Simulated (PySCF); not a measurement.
# MnN2H6 (+2): ligand-field states

What do calculations give for the ligand-field states of MnN2H6 (+2)?

Programs: PySCF 2.14.0, with routines of our own; each step states its level. All values are computed. Atoms count from 0.

### 1 The system as given

9 atoms, charge 2, states of the metal's open shell are computed; geometry from: model geometry, bond lengths from ionic radii.

### 2 Ligand-field states: state-averaged CASSCF

What the job is given:

```
{"job": {"kind": "lf", "basis": {"metal": "x2c-TZVPall", "ligand": "x2c-SVPall"}, "nevpt": true}, "charge": 2, "metal": "Mn", "open_shell": "d5"}
Mn     0.000000     0.000000     0.000000
N      0.000000     0.000000     2.020000
H      0.942357     0.000000     2.410337
H     -0.471179     0.816105     2.410337
H     -0.471179    -0.816105     2.410337
N      0.000000     0.000000    -2.020000
H     -0.942357     0.000000    -2.410337
H      0.471179     0.816105    -2.410337
H      0.471179    -0.816105    -2.410337
```

Level: state-averaged CASSCF of the metal d shell, SC-NEVPT2 on the averaged canonical orbitals, state-interaction spin-orbit coupling.

On the command line:

```
OMP_NUM_THREADS=1 python lf_run.py task.json out
```

This one command runs all jobs of the session in turn.

The log of the run:

```text
basis functions 106, electrons 43, active (5e, 5o)
stage 1: DIIS on the effective Fock matrix, level shift 0.30
cycle   1  E = -1268.7592470358  dE = -1.269e+03  max|g| = 5.291e-01
cycle   2  E = -1268.9790886612  dE = -2.198e-01  max|g| = 7.253e-02
cycle   3  E = -1268.9912942778  dE = -1.221e-02  max|g| = 5.551e-02
cycle   4  E = -1268.9931099369  dE = -1.816e-03  max|g| = 4.004e-02
cycle   5  E = -1268.9943373097  dE = -1.227e-03  max|g| = 1.898e-02
cycle   6  E = -1268.9947364073  dE = -3.991e-04  max|g| = 1.578e-02
cycle   7  E = -1268.9948612453  dE = -1.248e-04  max|g| = 1.018e-02
cycle   8  E = -1268.9949059950  dE = -4.475e-05  max|g| = 4.759e-03
cycle   9  E = -1268.9949238874  dE = -1.789e-05  max|g| = 2.757e-03
cycle  10  E = -1268.9949273302  dE = -3.443e-06  max|g| = 1.463e-03
cycle  11  E = -1268.9949280685  dE = -7.383e-07  max|g| = 8.842e-04
cycle  12  E = -1268.9949282733  dE = -2.048e-07  max|g| = 4.902e-04
cycle  13  E = -1268.9949283837  dE = -1.104e-07  max|g| = 2.563e-04
cycle  14  E = -1268.9949284463  dE = -6.252e-08  max|g| = 1.248e-04
cycle  15  E = -1268.9949284647  dE = -1.844e-08  max|g| = 7.570e-05
cycle  16  E = -1268.9949284699  dE = -5.250e-09  max|g| = 4.422e-05
cycle  17  E = -1268.9949284716  dE = -1.643e-09  max|g| = 2.888e-05
cycle  18  E = -1268.9949284721  dE = -5.127e-10  max|g| = 1.755e-05
cycle  19  E = -1268.9949284723  dE = -1.664e-10  max|g| = 1.088e-05
cycle  20  E = -1268.9949284724  dE = -8.504e-11  max|g| = 7.018e-06
converged average energy = -1268.9949284724

 mult deg   label        CASSCF/cm-1   NEVPT2/cm-1
   6   1   6A1g                0.0           0.0
   4   2   4Eg             27440.7       24388.5
   4   2   4Eg             28194.6       25222.1
   4   1   4A1g            29255.9       26841.7
   4   1   4A2g            29997.1       27435.8
   4   1   4A1g            30001.5       27444.6
   4   2   4Eg             30324.4       27764.5
   4   2   4Eg             34216.3       30054.6
   4   1   4A2g            35055.4       30703.5
   4   2   4Eg             35204.9       31147.1
   4   1   4A1g            37380.8       32914.3
   4   2   4Eg             40101.2       35704.7
   2   2   2Eg             40485.9       37184.9
   2   2   2Eg             41609.9       38270.1
   2   1   2A2g            41754.9       38573.7
   2   1   2A1g            41756.5       38576.6
   2   2   2Eg             41814.8       38839.6
   2   2   2Eg             42097.2       38845.8
   2   2   2Eg             44953.2       39152.5
   2   1   2A1g            42638.3       39697.0
   2   1   2A2g            42950.6       40383.7
   2   1   2A1g            42950.6       40383.7
   2   2   2Eg             46715.2       40809.2
   2   1   2A2g            47392.8       41074.8
   2   1   2A1g            48096.6       42523.5
   2   2   2Eg             48409.4       43298.0
   2   1   2A2g            48675.0       43410.2
   2   1   2A1g            48686.0       43419.2
   2   2   2Eg             50041.1       44360.5
   2   2   2Eg             50109.8       44571.9
   4   2   4Eg             51029.7       45232.1
   4   1   4A2g            51239.8       45376.3
   4   2   4F              51573.7       45662.5
   2   1   2A2g            50939.9       45825.7
   2   1   2A1g            50952.6       45842.6
   2   1   2A2g            51158.4       46109.9
   4   2   4Eg             52355.2       46822.0
   2   2   2Eg             52650.6       47046.5
   2   2   2Eg             53680.5       47813.5
   2   1   2A1g            54085.7       48234.5
   2   2   2Eg             55304.2       49544.8
   2   2   2Eg             55451.1       49860.2
   2   2   2Eg             54644.4       50292.5
   2   2   2Eg             58080.4       51321.6
   2   1   2A2g            57288.3       51966.7
   2   3   2H              57294.1       52182.5
   2   2   2F              60051.6       52936.1
   2   1   2A1g            61863.3       53276.3
   2   2   2Eg             59905.3       53887.9
   2   1   2A2g            60717.8       54793.1
   2   2   2Eg             72218.5       63085.8
   2   2   2Eg             72293.1       63926.4
   2   1   2A1g            75293.2       66432.1
   2   2   2Eg             78916.3       69607.3
   2   2   2Eg             79059.0       69655.7
   2   1   2A1g            78785.2       69677.1
   2   1   2A2g            78785.0       69677.3
   2   1   2A1g            79253.2       70078.3
   2   2   2Eg             79713.7       70831.9
   2   2   2Eg             93482.8       80386.7

spin-orbit levels / cm-1
      0.00  x2  6A1g 1.00
      0.09  x2  6A1g 1.00
      0.26  x2  6A1g 1.00
  24297.67  x2  4Eg 0.99
  24342.77  x2  4Eg 0.99
  24403.11  x2  4Eg 1.00
  24473.33  x2  4Eg 1.00
  25070.22  x2  4Eg 1.00
  25170.76  x2  4Eg 0.99
  25270.09  x2  4Eg 0.99
  25370.64  x2  4Eg 1.00
  26836.70  x2  4A1g 1.00
  26844.29  x2  4A1g 1.00
  27402.53  x2  4A2g 0.56 4A1g 0.43
  27424.28  x2  4A2g 0.67 4A1g 0.31
  27447.98  x2  4A1g 0.67 4A2g 0.31
  27472.29  x2  4A1g 0.56 4A2g 0.44
  27757.14  x2  4Eg 0.98
  27765.26  x2  4Eg 1.00
  27769.06  x2  4Eg 0.99
  27771.27  x2  4Eg 0.99
  29711.17  x2  4Eg 0.97
  29880.30  x2  4Eg 0.93 4Eg 0.04
  30062.90  x2  4Eg 0.89 4A2g 0.08 4Eg 0.04
  30303.72  x2  4Eg 0.91 4A2g 0.08
  30653.61  x2  4A2g 0.94
  30759.58  x2  4A2g 0.83 4Eg 0.15
  31087.71  x2  4Eg 1.00
  31158.90  x2  4Eg 0.97
  31226.43  x2  4Eg 0.95 4Eg 0.04
```

Run time: 6.6 s. Hardware: 1 thread of Arm Neoverse V2, shared host; peak memory 0.25 GiB.

Key values:

```tsv
quantity	value
spin-orbit constant ζ	304 cm⁻¹
```

Powder susceptibility:

```tsv
T (K)	χT (cm³ K/mol)	μ(eff)
2	4.385	5.92
5	4.386	5.92
10	4.386	5.92
20	4.386	5.92
30	4.386	5.92
50	4.386	5.92
75	4.386	5.92
100	4.386	5.92
150	4.386	5.92
200	4.386	5.92
250	4.386	5.92
300	4.386	5.92
```

### 3 Ligand-field states: state-averaged CASSCF (bond angle at 170°)

What the job is given:

```
{"job": {"kind": "lf", "basis": {"metal": "x2c-TZVPall", "ligand": "x2c-SVPall"}, "nevpt": true, "reuse": true}, "charge": 2, "metal": "Mn", "open_shell": "d5"}
Mn     0.000000     0.000000     0.000000
N      0.176055     0.000000     2.012313
H     -0.728696     0.000000     2.483297
H      0.679460    -0.816105     2.360099
H      0.679460     0.816105     2.360099
N      0.176055     0.000000    -2.012313
H     -0.728696     0.000000    -2.483297
H      0.679460     0.816105    -2.360099
H      0.679460    -0.816105    -2.360099
```

With the program's defaults for keys left out, this is: state-averaged CASSCF of the metal d shell, SC-NEVPT2 on the averaged canonical orbitals, state-interaction spin-orbit coupling.

The log of the run:

```text
basis functions 106, electrons 43, active (5e, 5o)
start from the orbitals of the previous structure
stage 1: DIIS on the effective Fock matrix, level shift 0.30
cycle   1  E = -1257.8705551413  dE = -1.258e+03  max|g| = 3.400e+00
cycle   2  E = -1267.5111721582  dE = -9.641e+00  max|g| = 1.504e+00
cycle   3  E = -1268.6290092540  dE = -1.118e+00  max|g| = 5.414e-01
cycle   4  E = -1268.9024945633  dE = -2.735e-01  max|g| = 3.788e-01
cycle   5  E = -1268.9673592264  dE = -6.486e-02  max|g| = 1.082e-01
cycle   6  E = -1268.9811051743  dE = -1.375e-02  max|g| = 9.273e-02
cycle   7  E = -1268.9930969149  dE = -1.199e-02  max|g| = 2.250e-02
cycle   8  E = -1268.9943490722  dE = -1.252e-03  max|g| = 8.146e-03
cycle   9  E = -1268.9945091296  dE = -1.601e-04  max|g| = 9.587e-03
cycle  10  E = -1268.9945870046  dE = -7.787e-05  max|g| = 5.874e-03
cycle  11  E = -1268.9946220377  dE = -3.503e-05  max|g| = 4.241e-03
cycle  12  E = -1268.9946372776  dE = -1.524e-05  max|g| = 2.137e-03
cycle  13  E = -1268.9946401832  dE = -2.906e-06  max|g| = 1.821e-03
cycle  14  E = -1268.9946415546  dE = -1.371e-06  max|g| = 1.352e-03
cycle  15  E = -1268.9946423012  dE = -7.466e-07  max|g| = 1.011e-03
cycle  16  E = -1268.9946427104  dE = -4.092e-07  max|g| = 7.527e-04
cycle  17  E = -1268.9946428489  dE = -1.385e-07  max|g| = 6.505e-04
cycle  18  E = -1268.9946429032  dE = -5.436e-08  max|g| = 6.155e-04
cycle  19  E = -1268.9946429608  dE = -5.754e-08  max|g| = 5.275e-04
cycle  20  E = -1268.9946429553  dE =  5.496e-09  max|g| = 5.406e-04
cycle  21  E = -1268.9946429726  dE = -1.730e-08  max|g| = 5.361e-04
cycle  22  E = -1268.9946430009  dE = -2.833e-08  max|g| = 5.090e-04
cycle  23  E = -1268.9946430085  dE = -7.599e-09  max|g| = 4.833e-04
cycle  24  E = -1268.9946429945  dE =  1.402e-08  max|g| = 4.988e-04
cycle  25  E = -1268.9946429682  dE =  2.630e-08  max|g| = 5.172e-04
cycle  26  E = -1268.9946429258  dE =  4.232e-08  max|g| = 5.316e-04
cycle  27  E = -1268.9946428635  dE =  6.235e-08  max|g| = 5.464e-04
cycle  28  E = -1268.9946427705  dE =  9.304e-08  max|g| = 5.711e-04
cycle  29  E = -1268.9946427245  dE =  4.599e-08  max|g| = 8.065e-04
cycle  30  E = -1268.9946425063  dE =  2.182e-07  max|g| = 1.002e-03
stage 2: quasi-Newton rotations from the point of smallest gradient
cycle  32  E = -1268.9946431511  dE = -1.426e-07  max|g| = 9.624e-05
cycle  33  E = -1268.9946431608  dE = -9.704e-09  max|g| = 4.434e-05
cycle  34  E = -1268.9946431619  dE = -1.053e-09  max|g| = 1.959e-05
cycle  35  E = -1268.9946431621  dE = -2.083e-10  max|g| = 2.091e-06
converged average energy = -1268.9946431621

 mult deg   label        CASSCF/cm-1   NEVPT2/cm-1
   6   1   6A1                 0.0           0.0
   4   1   4A2             27501.3       24455.9
   4   1   4B1             27686.3       24715.7
   4   1   4A1             28235.6       25270.6
   4   1   4B2             28253.2       25295.5
   4   1   4A1             29275.1       26853.5
   4   1   4B1             29975.3       27406.2
   4   1   4A2             29976.3       27407.9
   4   1   4B2             30321.2       27760.8
   4   1   4A1             30321.3       27761.0
   4   1   4B1             34090.7       29895.2
   4   1   4A2             34155.5       29981.5
   4   1   4B2             35009.5       30675.6
   4   1   4A1             35216.6       31143.5
   4   1   4B2             35257.9       31159.4
   4   1   4A1             37385.0       32917.1
   4   1   4B1             39983.9       35576.8
   4   1   4A2             40094.1       35712.5
   2   1   2B1             40617.4       37359.8
   2   1   2A2             40617.4       37359.9
   2   2   2I              41694.0       38409.9
   2   1   2B1             41833.5       38696.9
   2   1   2A2             41833.8       38697.2
   2   1   2A2             42071.9       38789.5
   2   2   2I              41858.5       38910.8
   2   1   2B1             42195.2       38998.7
   2   1   2B1             45028.0       39208.8
   2   1   2A2             45172.6       39405.6
   2   1   2A1             42629.6       39688.7
   2   1   2B2             42942.6       40370.8
   2   1   2A1             42942.6       40370.8
   2   1   2B2             46755.6       40819.7
   2   1   2A1             46780.4       40878.7
   2   1   2B2             47481.3       41207.6
   2   1   2A1             48119.7       42541.9
   2   1   2B2             48482.9       43366.8
   2   1   2A1             48483.6       43366.8
   2   1   2B1             48681.5       43394.9
   2   1   2A2             48682.1       43396.2
   2   1   2B1             50035.4       44194.6
   2   1   2A2             50036.6       44200.9
   2   1   2A1             50094.4       44685.4
   2   1   2B2             50109.8       44706.2
   4   1   4B1             50969.0       45158.3
   4   1   4A2             51037.8       45242.6
   4   1   4B2             51206.0       45337.0
   4   2   4F              51566.0       45662.6
   2   2   2H              50878.2       45737.8
   2   1   2B2             51178.3       46118.7
   4   1   4B2             52301.0       46756.6
   4   1   4A1             52311.4       46771.1
   2   1   2A2             52540.9       46942.0
   2   1   2B1             52634.3       47040.9
   2   1   2B2             53475.1       47602.1
   2   1   2A1             53492.6       47623.6
   2   1   2A1             54066.0       48199.2
   2   1   2A2             55163.2       49374.9
   2   1   2B1             55252.6       49504.4
   2   1   2B2             55425.9       49820.0
   2   1   2A1             55442.4       49844.0

spin-orbit levels / cm-1
      0.00  x2  6A1 1.00
      0.08  x2  6A1 1.00
      0.24  x2  6A1 1.00
  24425.91  x2  4A2 0.91 4B1 0.08
  24437.13  x2  4A2 0.98
  24702.41  x2  4B1 0.98
  24740.08  x2  4B1 0.91 4A2 0.09
  25130.21  x2  4A1 0.54 4B2 0.46
  25230.95  x2  4A1 0.61 4B2 0.37
  25332.53  x2  4B2 0.62 4A1 0.38
  25430.73  x2  4B2 0.54 4A1 0.46
  26848.48  x2  4A1 1.00
  26855.94  x2  4A1 1.00
  27368.47  x2  4B1 0.51 4A2 0.48
  27391.55  x2  4B1 0.53 4A2 0.46
  27414.58  x2  4A2 0.53 4B1 0.45
  27440.17  x2  4A2 0.51 4B1 0.49
  27753.28  x2  4B2 0.51 4A1 0.48
  27761.81  x2  4A1 0.51 4B2 0.49
  27765.30  x2  4B2 0.54 4A1 0.44
  27767.67  x2  4A1 0.55 4B2 0.45
  29592.64  x2  4B1 0.55 4A2 0.42
  29762.85  x2  4B1 0.63 4A2 0.31
  29961.44  x2  4A2 0.58 4B1 0.32 4B2 0.07
  30199.68  x2  4A2 0.52 4B1 0.41 4B2 0.06
  30630.67  x2  4B2 0.95
  30728.95  x2  4B2 0.86 4A2 0.09
  31087.11  x2  4B2 0.50 4A1 0.49
  31159.36  x2  4A1 0.54 4B2 0.44
  31220.11  x2  4B2 0.49 4A1 0.46
```

Wall time 4.5 s (1 thread of Arm Neoverse V2, shared host); peak memory 0.24 GiB.

In short:

```tsv
quantity	value
spin-orbit constant ζ	304 cm⁻¹
```

Powder susceptibility:

```tsv
T (K)	χT (cm³ K/mol)	μ(eff)
2	4.385	5.92
20	4.386	5.92
100	4.386	5.92
300	4.386	5.92
```

### 4 Ligand-field states: state-averaged CASSCF (bond angle at 160°)

What the job is given:

```
{"job": {"kind": "lf", "basis": {"metal": "x2c-TZVPall", "ligand": "x2c-SVPall"}, "nevpt": true, "reuse": true}, "charge": 2, "metal": "Mn", "open_shell": "d5"}
Mn     0.000000     0.000000     0.000000
N      0.350769     0.000000     1.989312
H     -0.509490     0.000000     2.537357
H      0.882571    -0.816105     2.291899
H      0.882571     0.816105     2.291899
N      0.350769     0.000000    -1.989312
H     -0.509490     0.000000    -2.537357
H      0.882571     0.816105    -2.291899
H      0.882571    -0.816105    -2.291899
```

Method: state-averaged CASSCF of the metal d shell, SC-NEVPT2 on the averaged canonical orbitals, state-interaction spin-orbit coupling.

The log of the run:

```text
basis functions 106, electrons 43, active (5e, 5o)
start from the orbitals of the previous structure
stage 1: DIIS on the effective Fock matrix, level shift 0.30
cycle   1  E = -1268.1458610183  dE = -1.268e+03  max|g| = 1.259e+00
cycle   2  E = -1268.9268970563  dE = -7.810e-01  max|g| = 2.666e-01
cycle   3  E = -1268.9849616744  dE = -5.806e-02  max|g| = 1.071e-01
cycle   4  E = -1268.9907423906  dE = -5.781e-03  max|g| = 5.011e-02
cycle   5  E = -1268.9934416091  dE = -2.699e-03  max|g| = 1.793e-02
cycle   6  E = -1268.9936365483  dE = -1.949e-04  max|g| = 1.093e-02
cycle   7  E = -1268.9937516797  dE = -1.151e-04  max|g| = 7.386e-03
cycle   8  E = -1268.9937875766  dE = -3.590e-05  max|g| = 4.702e-03
cycle   9  E = -1268.9938018869  dE = -1.431e-05  max|g| = 3.470e-03
cycle  10  E = -1268.9938086114  dE = -6.724e-06  max|g| = 1.540e-03
cycle  11  E = -1268.9938097610  dE = -1.150e-06  max|g| = 1.134e-03
cycle  12  E = -1268.9938097889  dE = -2.793e-08  max|g| = 1.200e-03
cycle  13  E = -1268.9938099445  dE = -1.556e-07  max|g| = 1.125e-03
cycle  14  E = -1268.9938102381  dE = -2.936e-07  max|g| = 8.876e-04
cycle  15  E = -1268.9938103873  dE = -1.492e-07  max|g| = 7.400e-04
cycle  16  E = -1268.9938104813  dE = -9.397e-08  max|g| = 6.329e-04
cycle  17  E = -1268.9938104315  dE =  4.980e-08  max|g| = 7.026e-04
cycle  18  E = -1268.9938103871  dE =  4.440e-08  max|g| = 7.530e-04
cycle  19  E = -1268.9938103287  dE =  5.840e-08  max|g| = 8.151e-04
cycle  20  E = -1268.9938102328  dE =  9.588e-08  max|g| = 9.086e-04
cycle  21  E = -1268.9938101009  dE =  1.319e-07  max|g| = 1.020e-03
cycle  22  E = -1268.9938099377  dE =  1.632e-07  max|g| = 1.145e-03
cycle  23  E = -1268.9938096932  dE =  2.445e-07  max|g| = 1.312e-03
cycle  24  E = -1268.9938093808  dE =  3.124e-07  max|g| = 1.494e-03
cycle  25  E = -1268.9938089792  dE =  4.016e-07  max|g| = 1.704e-03
cycle  26  E = -1268.9938084106  dE =  5.686e-07  max|g| = 1.964e-03
stage 2: quasi-Newton rotations from the point of smallest gradient
cycle  28  E = -1268.9938107052  dE = -2.239e-07  max|g| = 1.242e-04
cycle  29  E = -1268.9938107226  dE = -1.739e-08  max|g| = 8.439e-05
cycle  30  E = -1268.9938107259  dE = -3.299e-09  max|g| = 1.541e-05
cycle  31  E = -1268.9938107261  dE = -2.099e-10  max|g| = 2.550e-06
converged average energy = -1268.9938107261

 mult deg   label        CASSCF/cm-1   NEVPT2/cm-1
   6   1   6A1                 0.0           0.0
   4   1   4A2             27689.0       24665.7
   4   1   4A1             28390.1       25472.7
   4   1   4B2             28406.6       25496.6
   4   1   4B1             28306.6       25548.9
   4   1   4A1             29330.6       26889.4
   4   1   4B1             29876.3       27254.0
   4   1   4A2             29885.4       27271.2
   4   1   4B2             30309.9       27747.2
   4   1   4A1             30310.5       27748.3
   4   1   4B1             33773.5       29491.7
   4   1   4A2             33976.0       29768.4
   4   1   4B2             34812.0       30451.1
   4   1   4A1             35271.9       31160.8
   4   1   4B2             35483.1       31355.0
   4   1   4A1             37398.0       32925.7
   4   1   4B1             39645.0       35205.7
   4   1   4A2             40061.3       35717.6
   2   1   2B1             40932.5       37752.9
   2   1   2A2             40932.8       37753.6
   2   1   2B2             41786.0       38645.4
   2   1   2A1             41791.8       38662.1
   2   1   2A2             42038.5       38822.4
   2   1   2A2             42061.9       38999.9
   2   2   2I              42020.3       39013.7
   2   1   2B1             42053.2       39048.3
   2   1   2B1             42427.3       39406.6
   2   1   2B1             45289.2       39465.0
   2   1   2A1             42599.9       39652.8
   2   1   2A2             45763.2       40078.6
   2   1   2B2             42897.5       40297.3
   2   1   2A1             42897.6       40297.4
   2   1   2B2             46716.6       40651.8
   2   1   2A1             46912.4       41052.0
   2   1   2B2             47875.9       41828.0
   2   1   2A1             48098.7       42481.1
   2   1   2B1             48693.6       43338.2
   2   1   2A2             48698.3       43348.2
   2   1   2B2             48765.8       43640.6
   2   1   2A1             48766.0       43641.6
   2   1   2A2             49929.8       44050.3
   2   1   2B1             49954.9       44083.5
   2   1   2B2             50139.8       44712.0
   2   1   2A1             50191.5       44787.8
   4   1   4B1             50824.9       44994.8
   4   1   4B2             51127.1       45267.6
   4   1   4A2             51073.1       45287.9
   2   2   2H              50743.3       45516.3
   4   2   4F              51568.4       45703.3
   2   1   2B2             51251.5       46170.0
   4   1   4B2             52162.4       46599.3
   4   1   4A1             52176.8       46622.9
   2   1   2A2             52220.9       46654.5
   2   1   2B2             52893.5       47000.8
   2   1   2B1             52574.1       47021.4
   2   1   2A1             52923.4       47037.0
   2   1   2A1             54009.8       48100.2
   2   1   2A2             54825.2       48978.0
   2   1   2B1             55113.9       49395.7
   2   2   2H              54066.9       49592.8

spin-orbit levels / cm-1
      0.00  x2  6A1 1.00
      0.07  x2  6A1 1.00
      0.22  x2  6A1 1.00
  24649.51  x2  4A2 0.99
  24656.11  x2  4A2 0.99
  25341.17  x2  4A1 0.54 4B2 0.45
  25421.73  x2  4A1 0.59 4B2 0.33 4B1 0.07
  25492.21  x2  4B1 0.45 4B2 0.37 4A1 0.17
  25561.57  x2  4B1 0.58 4A1 0.26 4B2 0.16
  25567.24  x2  4B1 0.78 4B2 0.19
  25630.29  x2  4B2 0.48 4A1 0.41 4B1 0.11
  26884.38  x2  4A1 1.00
  26891.54  x2  4A1 1.00
  27218.08  x2  4B1 0.60 4A2 0.39
  27243.52  x2  4B1 0.76 4A2 0.23
  27275.09  x2  4A2 0.76 4B1 0.23
  27301.70  x2  4A2 0.60 4B1 0.40
  27739.29  x2  4B2 0.55 4A1 0.44
  27748.93  x2  4A1 0.55 4B2 0.45
  27751.47  x2  4B2 0.67 4A1 0.32
  27754.44  x2  4A1 0.67 4B2 0.32
  29264.61  x2  4B1 0.68 4A2 0.29
  29410.12  x2  4B1 0.86 4A2 0.11
  29711.75  x2  4A2 0.79 4B1 0.11 4B2 0.09
  29922.78  x2  4A2 0.66 4B1 0.29 4B2 0.04
  30422.61  x2  4B2 0.96
  30517.84  x2  4B2 0.87 4A2 0.11
  31154.54  x2  4A1 0.82 4B2 0.17
  31195.55  x2  4A1 0.95
  31357.89  x2  4B2 0.90 4A1 0.08
```

Run time: 4.3 s. Hardware: 1 thread of Arm Neoverse V2, shared host; peak memory 0.24 GiB.

From this job:

```tsv
quantity	value
spin-orbit constant ζ	304 cm⁻¹
```

Powder susceptibility:

```tsv
T (K)	χT (cm³ K/mol)	μ(eff)
2	4.385	5.92
20	4.386	5.92
100	4.386	5.92
300	4.386	5.92
```

[end of part 1 of 2]
